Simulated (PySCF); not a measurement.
# Cu(OH)₃: a ladder of methods

Aim: at the PBE0 minimum of singlet Cu(OH)₃, found before, compare methods on energies and levels.

Method: several methods, basis Cu def2-SVP, O def2-SVP, H def2-SVP, no relativity, density fitting; program: PySCF 2.14.0.

### 1 The starting structure

7 atoms, charge 0, spin multiplicity 1.

Bond lengths: Cu1–O2 1.781 Å, Cu1–O3 1.744 Å, Cu1–O4 1.761 Å, O2–H5 0.971 Å, O3–H6 0.965 Å, O4–H7 0.966 Å. Angles: O2–Cu1–O3 98.0°, O2–Cu1–O4 97.1°, O3–Cu1–O4 164.7°, Cu1–O2–H5 100.6°, Cu1–O3–H6 115.1°, Cu1–O4–H7 112.5°.

```xyz
7
charge 0 multiplicity 1
Cu   -0.0078   -0.0055   -0.2081
O     0.1512    0.0999    1.5628
O     1.6849   -0.1732   -0.5949
O    -1.7666    0.0629   -0.2743
H    -0.7596   -0.0963    1.8365
H     2.2657   -0.3101    0.1629
H    -2.1128    0.9316   -0.0312
```

### 2 Density, ELF and potential

The plane holds Cu1 at (0.00, 0.00), O2 at (1.78, 0.00), O3 at (-0.24, 1.73), O4 at (-0.22, -1.75), H5 at (1.96, -0.91), H6 at (0.55, 2.25) Å. Columns run from x = -2.25 to 4.35 Å, rows from y = 4.65 (top) to -3.75 Å, in steps of 0.3 Å.

Density (cut at 5 e/Å³):

Ten steps from '0' (0.000 e/Å³) to '9' (5.000 e/Å³), finer at the low end (step k begins (100^(k/10) - 1)/99 of the way up):
```
00000000000000000000000
00000000000000000000000
00000000000000000000000
00000000000000000000000
00000000000000000000000
00000001111000000000000
00001122332100000000000
00012455554210000000000
00024688876310000000000
00125899975310000000000
00125899974210000000000
00124799863211110000000
00013577643223321000000
00012456654456643100000
00012589985579974200000
00012699996699985210000
00012699996689985210000
00012589985579974200000
00012456654457764100000
00023567653345653100000
00124799863223331000000
00135899974211110000000
00125899974200000000000
00024688753100000000000
00012455532000000000000
00001222211000000000000
00000011100000000000000
00000000000000000000000
00000000000000000000000
```

ELF (0 where the density is under 0.005 e/Å³):

Ten even steps from '0' (0.00) to '9' (0.98):
```
00000000000000000000000
00000000000000000000000
00000000000000000000000
00000000000000000000000
00000000012000000000000
00001111367730000000000
00023323688871000000000
00145666899983000000000
00257887999971000000000
00368831899730000000000
00258818676200000000000
00147876762000121000000
00124677631014654200000
00001001110268886410000
00000146641488887520000
00000162261671187420000
00000162261661076310000
00000146641467875200000
00122101110258986200000
00356777631038997400000
01468987873016887300000
01478926675101675100000
01468841785100021000000
00256777874100000000000
00134566652100000000000
00012223321000000000000
00000011100000000000000
00000000000000000000000
00000000000000000000000
```

Electrostatic potential (cut at 20 V):

Ten steps from '0' (-1.80 V) to '9' (20.00 V), finer at the low end (step k begins (100^(k/10) - 1)/99 of the way up):
```
44444444444444444444444
44444444445555444444444
44444444455555554444444
44444444555555554444444
44333344555555554444444
43333345566655555444444
33222345677765554444444
33202467899865554444444
33103799999865544444444
33115999999765544444444
43236999997655443344444
44346999986554333334444
44456799986654322233444
55567899998767753233444
55678999999899985333444
55678999999999997444444
55678999999999997544444
55668999999899997554444
55567899998789997655444
44455789987679997655554
44335899986667887655555
43326999986566766655555
43225999985556666555555
43324799975555555555555
43333577655555555555555
44333455555555555555555
44444444445555555555555
44444444445555555555555
44444444445555555555555
```

Along Cu1–O2 (1.781 Å) the density is least, 0.87 e/Å³, about 0.89 Å from Cu1; ELF there is 0.20.

Values on the line from Cu1 (at 0) through O2 (at 1.781 Å):

```
distance (Å)  density (e/Å³)    ELF  electrostatic potential (V)
       -0.62            2.55  0.332                         40.8
       -0.45            11.8  0.647                          103
       -0.27            40.3  0.463                          379
       -0.09             755  0.793                      2.6e+03
        0.18            81.8   0.17                          854
        0.36            23.7  0.674                          188
        0.53            5.46  0.484                         61.8
        0.71            1.49   0.18                         27.5
        0.89           0.873    0.2                         16.2
        1.07            1.25  0.675                           16
        1.25            2.38  0.758                         31.1
        1.42            4.51  0.449                         86.5
        1.60            16.1  0.158                          313
        1.87             150  0.984                          844
        2.05            6.49   0.16                          154
        2.23            3.31  0.705                         46.8
        2.40            1.47  0.755                         15.2
        2.58           0.593  0.663                         4.82
        2.76           0.229  0.484                         1.29
```

Making the fields took 2.4 s on 2 threads of Arm Neoverse V1, shared host.

### 3 PBE0

One driver script runs all steps and calls PySCF; scf.py shows the equivalent input of each level. Each SCF starts from the density of the minimum. The driver also runs the species with one electron less or more at the same geometry; their logs are not shown.

Contents of scf.py:

```python
from pyscf import gto, scf, dft
mol = gto.M(atom='''
Cu    -0.007792    -0.005479    -0.208099
O      0.151216     0.099851     1.562764
O      1.684924    -0.173229    -0.594899
O     -1.766565     0.062936    -0.274305
H     -0.759648    -0.096314     1.836545
H      2.265709    -0.310092     0.162924
H     -2.112793     0.931616    -0.031208''',
    basis={'Cu': 'def2-SVP', 'O': 'def2-SVP', 'H': 'def2-SVP'},
    charge=0, spin=0)
mf = dft.RKS(mol, xc='PBE0')
mf.grids.atom_grid = (75, 302)
aux = {'Cu': 'def2-universal-JKFIT', 'O': 'def2-universal-JKFIT', 'H': 'def2-universal-JKFIT'}
mf = mf.density_fit(auxbasis=aux)
mf.conv_tol = 1e-08
mf.diis_space = 10
mf.max_cycle = 60
mf.verbose = 4
mf.kernel()
```

Started as:

```sh
$ OMP_NUM_THREADS=2 python axn.py task.json out
```

Log:

```text
init E= -1867.02264317034
  HOMO = -0.297921325902644  LUMO = -0.173020887547961  gap/eV = 3.39871
cycle= 1 E= -1867.02264316487  delta_E= 5.47e-09  |g|= 0.000194  |ddm|= 0.00014
  HOMO = -0.297910679398038  LUMO = -0.172989359669926  gap/eV = 3.39928
cycle= 2 E= -1867.02264310078  delta_E= 6.41e-08  |g|= 0.000665  |ddm|= 0.00047
  HOMO = -0.297919501160722  LUMO = -0.173013250462605  gap/eV = 3.39887
cycle= 3 E= -1867.02264317056  delta_E= -6.98e-08  |g|= 3.94e-05  |ddm|= 0.000367
  HOMO = -0.297919122839159  LUMO = -0.173013536113898  gap/eV = 3.39885
cycle= 4 E= -1867.0226431709  delta_E= -3.45e-10  |g|= 1.03e-06  |ddm|= 3.05e-05
  HOMO = -0.297918870937779  LUMO = -0.173013610449005  gap/eV = 3.39885
Extra cycle  E= -1867.02264317089  delta_E= 1.14e-11  |g|= 3e-06  |ddm|= 3.78e-06
converged SCF energy = -1867.02264317089
```

This level, with the species of one electron less or more, took 4.7 s.

| Quantity | Value |
| --- | --- |
| energy | -1867.022643 Eh |
| one electron less (charge +1) | -1866.649575 Eh (doublet, ⟨S²⟩ 1.23) |
| one electron more (charge -1) | -1867.110075 Eh (doublet, ⟨S²⟩ 0.76) |
| Mulliken charge of Cu1 | +0.68 e |

### 4 HF

Edit scf.py of step 3 so:

```diff
@@ -12,2 +12 @@
-mf = dft.RKS(mol, xc='PBE0')
-mf.grids.atom_grid = (75, 302)
+mf = scf.RHF(mol)
```

Log (excerpt; [...] marks lines left out):

```text
[... the frontier levels of the middle cycles are left out ...]
init E= -1864.66510852085
  HOMO = -0.438202708672615  LUMO = -0.0549510311367847  gap/eV = 10.42881
cycle= 1 E= -1864.69860337481  delta_E= -0.0335  |g|= 0.105  |ddm|= 0.403
  HOMO = -0.442536189175434  LUMO = -0.0459465332033098  gap/eV = 10.79175
cycle= 2 E= -1864.70517777261  delta_E= -0.00657  |g|= 0.0695  |ddm|= 0.144
  HOMO = -0.448357249984601  LUMO = -0.0429563183435295  gap/eV = 11.03152
cycle= 3 E= -1864.70767846996  delta_E= -0.0025  |g|= 0.0405  |ddm|= 0.106
cycle= 4 E= -1864.70881781896  delta_E= -0.00114  |g|= 0.0263  |ddm|= 0.0738
cycle= 5 E= -1864.70910353159  delta_E= -0.000286  |g|= 0.00838  |ddm|= 0.0451
cycle= 6 E= -1864.70913845052  delta_E= -3.49e-05  |g|= 0.00263  |ddm|= 0.0139
cycle= 7 E= -1864.70914400633  delta_E= -5.56e-06  |g|= 0.00127  |ddm|= 0.00582
cycle= 8 E= -1864.70914583838  delta_E= -1.83e-06  |g|= 0.000856  |ddm|= 0.00298
cycle= 9 E= -1864.70914709303  delta_E= -1.25e-06  |g|= 0.000574  |ddm|= 0.00272
cycle= 10 E= -1864.70914800203  delta_E= -9.09e-07  |g|= 0.000277  |ddm|= 0.00352
cycle= 11 E= -1864.70914817221  delta_E= -1.7e-07  |g|= 0.000141  |ddm|= 0.00151
cycle= 12 E= -1864.70914819845  delta_E= -2.62e-08  |g|= 9.75e-05  |ddm|= 0.000509
cycle= 13 E= -1864.70914820771  delta_E= -9.25e-09  |g|= 4.5e-05  |ddm|= 0.000263
  HOMO = -0.457037447070468  LUMO = -0.0388382492517572  gap/eV = 11.37978
Extra cycle  E= -1864.70914820968  delta_E= -1.97e-09  |g|= 3.8e-05  |ddm|= 6.96e-05
converged SCF energy = -1864.70914820968
```

This level, with the species of one electron less or more, took 3.3 s.

| Quantity | Value |
| --- | --- |
| energy | -1864.709148 Eh |
| one electron less (charge +1) | -1864.476198 Eh (doublet, ⟨S²⟩ 1.73) |
| one electron more (charge -1) | -1864.874704 Eh (doublet, ⟨S²⟩ 0.76) |
| Mulliken charge of Cu1 | +1.09 e |

### 5 PBE

Edit scf.py of step 4 so:

```diff
@@ -12 +12,2 @@
-mf = scf.RHF(mol)
+mf = dft.RKS(mol, xc='PBE')
+mf.grids.atom_grid = (75, 302)
```

Log (excerpt; [...] marks lines left out):

```text
[... the frontier levels of the middle cycles are left out ...]
init E= -1867.04733676646
  HOMO = -0.216768108137586  LUMO = -0.193668501328419  gap/eV = 0.62857
cycle= 1 E= -1867.0503376063  delta_E= -0.003  |g|= 0.0882  |ddm|= 0.327
  HOMO = -0.218529710246744  LUMO = -0.188093077149804  gap/eV = 0.82822
cycle= 2 E= -1867.02080699151  delta_E= 0.0295  |g|= 0.402  |ddm|= 0.388
  HOMO = -0.223952717721488  LUMO = -0.197240998611553  gap/eV = 0.72686
cycle= 3 E= -1867.05127144239  delta_E= -0.0305  |g|= 0.0757  |ddm|= 0.263
cycle= 4 E= -1867.05164436562  delta_E= -0.000373  |g|= 0.0633  |ddm|= 0.0947
cycle= 5 E= -1867.05242555385  delta_E= -0.000781  |g|= 0.0144  |ddm|= 0.0539
cycle= 6 E= -1867.05244578477  delta_E= -2.02e-05  |g|= 0.0099  |ddm|= 0.0193
cycle= 7 E= -1867.05247134998  delta_E= -2.56e-05  |g|= 0.001  |ddm|= 0.00988
cycle= 8 E= -1867.05247154918  delta_E= -1.99e-07  |g|= 8.44e-05  |ddm|= 0.000864
cycle= 9 E= -1867.05247155066  delta_E= -1.48e-09  |g|= 3.41e-05  |ddm|= 0.000182
  HOMO = -0.220634397394877  LUMO = -0.194856408358974  gap/eV = 0.70145
Extra cycle  E= -1867.05247154155  delta_E= 9.11e-09  |g|= 0.00019  |ddm|= 0.000244
converged SCF energy = -1867.05247154155
```

This level, with the species of one electron less or more, took 57 s.

* energy: -1867.052472 Eh
* one electron less (charge +1): -1866.691880 Eh (doublet, ⟨S²⟩ 0.76)
* one electron more (charge -1): -1867.111185 Eh (doublet, ⟨S²⟩ 0.75)
* Mulliken charge of Cu1: +0.55 e

### 6 B3LYP

Edit scf.py of step 5 so:

```diff
@@ -12 +12 @@
-mf = dft.RKS(mol, xc='PBE')
+mf = dft.RKS(mol, xc='B3LYP')
```

Log (excerpt; [...] marks lines left out):

```text
[... the frontier levels of the middle cycles are left out ...]
init E= -1867.5582921247
  HOMO = -0.285814042533254  LUMO = -0.179689631489219  gap/eV = 2.88779
cycle= 1 E= -1867.55887432939  delta_E= -0.000582  |g|= 0.0515  |ddm|= 0.101
  HOMO = -0.28017323294435  LUMO = -0.178814747713515  gap/eV = 2.75810
cycle= 2 E= -1867.55486571847  delta_E= 0.00401  |g|= 0.165  |ddm|= 0.124
  HOMO = -0.281594623834272  LUMO = -0.176123922511878  gap/eV = 2.87000
cycle= 3 E= -1867.55921207073  delta_E= -0.00435  |g|= 0.0269  |ddm|= 0.102
cycle= 4 E= -1867.55932922788  delta_E= -0.000117  |g|= 0.0022  |ddm|= 0.0166
cycle= 5 E= -1867.55932830155  delta_E= 9.26e-07  |g|= 0.00305  |ddm|= 0.00407
cycle= 6 E= -1867.55933032348  delta_E= -2.02e-06  |g|= 0.000661  |ddm|= 0.00277
cycle= 7 E= -1867.55933036099  delta_E= -3.75e-08  |g|= 0.000497  |ddm|= 0.000696
cycle= 8 E= -1867.55933041599  delta_E= -5.5e-08  |g|= 9.02e-05  |ddm|= 0.000433
cycle= 9 E= -1867.55933042013  delta_E= -4.13e-09  |g|= 2.69e-05  |ddm|= 0.000259
  HOMO = -0.284046387511069  LUMO = -0.178812752258871  gap/eV = 2.86355
Extra cycle  E= -1867.55933041917  delta_E= 9.6e-10  |g|= 9.24e-05  |ddm|= 9.16e-05
converged SCF energy = -1867.55933041917
```

This level, with the species of one electron less or more, took 12 s on 2 threads of Arm Neoverse V1, shared host.

| Property | Result |
| --- | --- |
| energy | -1867.559330 Eh |
| one electron less (charge +1) | -1867.184605 Eh (doublet, ⟨S²⟩ 1.15) |
| one electron more (charge -1) | -1867.641420 Eh (doublet, ⟨S²⟩ 0.75) |
| Mulliken charge of Cu1 | +0.63 e |

### 7 r2SCAN

Edit scf.py of step 6 so:

```diff
@@ -12,2 +12,2 @@
-mf = dft.RKS(mol, xc='B3LYP')
-mf.grids.atom_grid = (75, 302)
+mf = dft.RKS(mol, xc='R2SCAN')
+mf.grids.atom_grid = (90, 434)
```

Log:

```text
init E= -1867.41438089782
  HOMO = -0.240342073455597  LUMO = -0.203378678455982  gap/eV = 1.00583
cycle= 1 E= -1867.41511365838  delta_E= -0.000733  |g|= 0.0751  |ddm|= 0.163
  HOMO = -0.232739015962171  LUMO = -0.187237698579252  gap/eV = 1.23815
cycle= 2 E= -1867.3925556175  delta_E= 0.0226  |g|= 0.373  |ddm|= 0.281
  HOMO = -0.238918193325347  LUMO = -0.199416371421922  gap/eV = 1.07490
cycle= 3 E= -1867.41574782661  delta_E= -0.0232  |g|= 0.0429  |ddm|= 0.218
  HOMO = -0.238846951876106  LUMO = -0.200093597672447  gap/eV = 1.05453
cycle= 4 E= -1867.41615587744  delta_E= -0.000408  |g|= 0.0133  |ddm|= 0.0482
  HOMO = -0.239864740898987  LUMO = -0.200916502778369  gap/eV = 1.05984
cycle= 5 E= -1867.41618774872  delta_E= -3.19e-05  |g|= 0.00411  |ddm|= 0.012
  HOMO = -0.239486345363049  LUMO = -0.200853973060061  gap/eV = 1.05124
cycle= 6 E= -1867.41618797427  delta_E= -2.26e-07  |g|= 0.00385  |ddm|= 0.00715
  HOMO = -0.239537763858949  LUMO = -0.200772669041763  gap/eV = 1.05485
cycle= 7 E= -1867.4161918179  delta_E= -3.84e-06  |g|= 0.000547  |ddm|= 0.00421
  HOMO = -0.239535369514558  LUMO = -0.200772299825207  gap/eV = 1.05480
cycle= 8 E= -1867.41619188665  delta_E= -6.88e-08  |g|= 6.71e-05  |ddm|= 0.000472
  HOMO = -0.239533082704536  LUMO = -0.200769531613076  gap/eV = 1.05481
cycle= 9 E= -1867.41619188769  delta_E= -1.04e-09  |g|= 4.92e-06  |ddm|= 6.15e-05
  HOMO = -0.239533249915478  LUMO = -0.200769151276946  gap/eV = 1.05482
Extra cycle  E= -1867.4161918876  delta_E= 8.59e-11  |g|= 2.11e-05  |ddm|= 1.61e-05
converged SCF energy = -1867.4161918876
```

This level, with the species of one electron less or more, took 36 s.

| Item | Value |
| --- | --- |
| energy | -1867.416192 Eh |
| one electron less (charge +1) | -1867.047069 Eh (doublet, ⟨S²⟩ 1.06) |
| one electron more (charge -1) | -1867.486383 Eh (doublet, ⟨S²⟩ 0.75) |
| Mulliken charge of Cu1 | +0.68 e |

### 8 TPSSh

Edit scf.py of step 7 so:

```diff
@@ -12 +12 @@
-mf = dft.RKS(mol, xc='R2SCAN')
+mf = dft.RKS(mol, xc='TPSSH')
```

Log (excerpt; [...] marks lines left out):

```text
[... the frontier levels of the middle cycles are left out ...]
init E= -1867.52418138526
  HOMO = -0.255908253771101  LUMO = -0.183099563324895  gap/eV = 1.98123
cycle= 1 E= -1867.52468665377  delta_E= -0.000505  |g|= 0.0636  |ddm|= 0.103
  HOMO = -0.25849976572628  LUMO = -0.191052315734289  gap/eV = 1.83534
cycle= 2 E= -1867.51334883682  delta_E= 0.0113  |g|= 0.27  |ddm|= 0.188
  HOMO = -0.256504881939115  LUMO = -0.184452417064262  gap/eV = 1.96065
cycle= 3 E= -1867.52528459781  delta_E= -0.0119  |g|= 0.0116  |ddm|= 0.163
cycle= 4 E= -1867.52528363672  delta_E= 9.61e-07  |g|= 0.0109  |ddm|= 0.0166
cycle= 5 E= -1867.52531213723  delta_E= -2.85e-05  |g|= 0.00146  |ddm|= 0.0104
cycle= 6 E= -1867.52531230933  delta_E= -1.72e-07  |g|= 0.00114  |ddm|= 0.00192
cycle= 7 E= -1867.52531257825  delta_E= -2.69e-07  |g|= 0.000395  |ddm|= 0.00122
cycle= 8 E= -1867.52531260817  delta_E= -2.99e-08  |g|= 7.06e-05  |ddm|= 0.000319
cycle= 9 E= -1867.52531260921  delta_E= -1.04e-09  |g|= 5.6e-06  |ddm|= 7.6e-05
  HOMO = -0.256812255631923  LUMO = -0.184786667447995  gap/eV = 1.95992
Extra cycle  E= -1867.52531260921  delta_E= -4.55e-13  |g|= 1.27e-05  |ddm|= 2.2e-05
converged SCF energy = -1867.52531260921
```

This level, with the species of one electron less or more, took 35 s.

```
energy                        : -1867.525313 Eh
one electron less (charge +1) : -1867.157628 Eh (doublet, ⟨S²⟩ 1.07)
one electron more (charge -1) : -1867.596004 Eh (doublet, ⟨S²⟩ 0.75)
Mulliken charge of Cu1        : +0.65 e
```

### 9 B2PLYP

Edit scf.py of step 8 so:

```diff
@@ -12,2 +12,2 @@
-mf = dft.RKS(mol, xc='TPSSH')
-mf.grids.atom_grid = (90, 434)
+mf = dft.RKS(mol, xc='0.53*HF + 0.47*B88, 0.73*LYP')
+mf.grids.atom_grid = (75, 302)
```

Log (excerpt; [...] marks lines left out):

```text
[... the frontier levels of the middle cycles are left out ...]
init E= -1866.64769746194
  HOMO = -0.362358683647372  LUMO = -0.129994969941253  gap/eV = 6.32294
cycle= 1 E= -1866.65202383335  delta_E= -0.00433  |g|= 0.0582  |ddm|= 0.179
  HOMO = -0.355147141509665  LUMO = -0.131773239294342  gap/eV = 6.07831
cycle= 2 E= -1866.65144043608  delta_E= 0.000583  |g|= 0.0869  |ddm|= 0.0866
  HOMO = -0.359557345532278  LUMO = -0.127530792872288  gap/eV = 6.31376
cycle= 3 E= -1866.65265249057  delta_E= -0.00121  |g|= 0.032  |ddm|= 0.0625
cycle= 4 E= -1866.65278076121  delta_E= -0.000128  |g|= 0.0127  |ddm|= 0.0164
cycle= 5 E= -1866.65281202314  delta_E= -3.13e-05  |g|= 0.00599  |ddm|= 0.0128
cycle= 6 E= -1866.65281919413  delta_E= -7.17e-06  |g|= 0.00163  |ddm|= 0.00498
cycle= 7 E= -1866.65282018911  delta_E= -9.95e-07  |g|= 0.000357  |ddm|= 0.00249
cycle= 8 E= -1866.65282043151  delta_E= -2.42e-07  |g|= 0.000207  |ddm|= 0.00144
cycle= 9 E= -1866.65282050963  delta_E= -7.81e-08  |g|= 0.000213  |ddm|= 0.000901
cycle= 10 E= -1866.65282054799  delta_E= -3.84e-08  |g|= 6.07e-05  |ddm|= 0.000687
cycle= 11 E= -1866.65282055671  delta_E= -8.72e-09  |g|= 2.74e-05  |ddm|= 0.000363
  HOMO = -0.361002559462298  LUMO = -0.12928077690716  gap/eV = 6.30547
Extra cycle  E= -1866.65282055776  delta_E= -1.05e-09  |g|= 2.14e-05  |ddm|= 6.89e-05
converged SCF energy = -1866.65282055776
```

This level, with the species of one electron less or more, took 19 s.

| Property | Result |
| --- | --- |
| energy | -1867.006112 Eh |
| one electron less (charge +1) | -1866.610188 Eh (doublet, ⟨S²⟩ 1.54) |
| one electron more (charge -1) | -1867.072467 Eh (doublet, ⟨S²⟩ 0.76) |
| of which 0.27 × MP2-like term | -0.35329 Eh |

### 10 CAM-B3LYP

Edit scf.py of step 9 so:

```diff
@@ -12 +12 @@
-mf = dft.RKS(mol, xc='0.53*HF + 0.47*B88, 0.73*LYP')
+mf = dft.RKS(mol, xc='CAMB3LYP')
```

Log (excerpt; [...] marks lines left out):

```text
[... the frontier levels of the middle cycles are left out ...]
init E= -1867.52895529192
  HOMO = -0.353168697827948  LUMO = -0.13240076224815  gap/eV = 6.00740
cycle= 1 E= -1867.52884072658  delta_E= 0.000115  |g|= 0.0895  |ddm|= 0.109
  HOMO = -0.349413389087169  LUMO = -0.142625295900243  gap/eV = 5.62699
cycle= 2 E= -1867.52210676863  delta_E= 0.00673  |g|= 0.229  |ddm|= 0.161
  HOMO = -0.351001124918285  LUMO = -0.134208039303142  gap/eV = 5.89924
cycle= 3 E= -1867.53001265123  delta_E= -0.00791  |g|= 0.0123  |ddm|= 0.119
cycle= 4 E= -1867.53003589682  delta_E= -2.32e-05  |g|= 0.00364  |ddm|= 0.00792
cycle= 5 E= -1867.53003760599  delta_E= -1.71e-06  |g|= 0.00201  |ddm|= 0.00287
cycle= 6 E= -1867.5300385268  delta_E= -9.21e-07  |g|= 0.000351  |ddm|= 0.00201
cycle= 7 E= -1867.53003860432  delta_E= -7.75e-08  |g|= 0.000235  |ddm|= 0.000731
cycle= 8 E= -1867.53003863587  delta_E= -3.16e-08  |g|= 0.000129  |ddm|= 0.000405
cycle= 9 E= -1867.53003866649  delta_E= -3.06e-08  |g|= 5.5e-05  |ddm|= 0.000603
cycle= 10 E= -1867.53003867899  delta_E= -1.25e-08  |g|= 2.15e-05  |ddm|= 0.000551
cycle= 11 E= -1867.53003868022  delta_E= -1.23e-09  |g|= 6.72e-06  |ddm|= 0.000173
  HOMO = -0.352556793207267  LUMO = -0.135528300917397  gap/eV = 5.90565
Extra cycle  E= -1867.5300386803  delta_E= -8.14e-11  |g|= 6.62e-06  |ddm|= 2.32e-05
converged SCF energy = -1867.5300386803
```

This level, with the species of one electron less or more, took 17 s on 2 threads of Arm Neoverse V1, shared host.

| Item | Value |
| --- | --- |
| energy | -1867.530039 Eh |
| one electron less (charge +1) | -1867.156015 Eh (doublet, ⟨S²⟩ 1.29) |
| one electron more (charge -1) | -1867.625204 Eh (doublet, ⟨S²⟩ 0.75) |
| Mulliken charge of Cu1 | +0.64 e |

### 11 All levels side by side

| level | atomisation energy (kJ/mol) | vertical ionisation energy (eV) | vertical electron affinity (eV) | −ε(HOMO) (eV) | gap (eV) | dipole (D) | wall time |
| --- | --- | --- | --- | --- | --- | --- | --- |
| PBE0 | 1990 | 10.15 | 2.38 | 8.11 | 3.40 | 1.46 | 4.7 s |
| HF | 952 | 6.34 | 4.50 | 12.44 | 11.38 | 1.44 | 3.3 s |
| PBE | 2199 | 9.81 | 1.60 | 6.00 | 0.70 | 1.44 | 57 s |
| B3LYP | 2025 | 10.20 | 2.23 | 7.73 | 2.86 | 1.46 | 12 s |
| r2SCAN | – | 10.04 | 1.91 | 6.52 | 1.05 | 1.45 | 36 s |
| TPSSh | 2050 | 10.01 | 1.92 | 6.99 | 1.96 | 1.43 | 35 s |
| B2PLYP | – | 10.77 | 1.81 | – | – | – | 19 s |
| CAM-B3LYP | 2027 | 10.18 | 2.59 | 9.59 | 5.91 | 1.49 | 17 s |

Times are for 2 threads of Arm Neoverse V1, shared host; PBE0 starts from its own converged density, so its time is not comparable. A dash stands where a species or a free atom was not run at that level, or the quantity is not defined.

Atomisation goes to high-spin atoms in their ground configurations, run at the same level, without zero-point energy.

### 12 Outcome

| quantity | value |
| --- | --- |
| atomisation energy, range | 952 (HF) to 2199 (PBE) kJ/mol |
| vertical ionisation energy, range | 6.34 (HF) to 10.77 (B2PLYP) eV |
| vertical electron affinity, range | 1.60 (PBE) to 4.50 (HF) eV |
| orbital gap, range | 0.70 (PBE) to 11.38 (HF) eV |

The atomisation energy spreads over 1247 kJ/mol, from HF to PBE; without a CCSD(T) value for it there is no yardstick here. Spin contamination is strong in at least one of the open-shell species at PBE0, HF, B3LYP, r2SCAN, TPSSh, B2PLYP, CAM-B3LYP. Without diffuse functions electron affinities tend to come out too low. Whether spin polarisation would lower the closed shell was not checked.
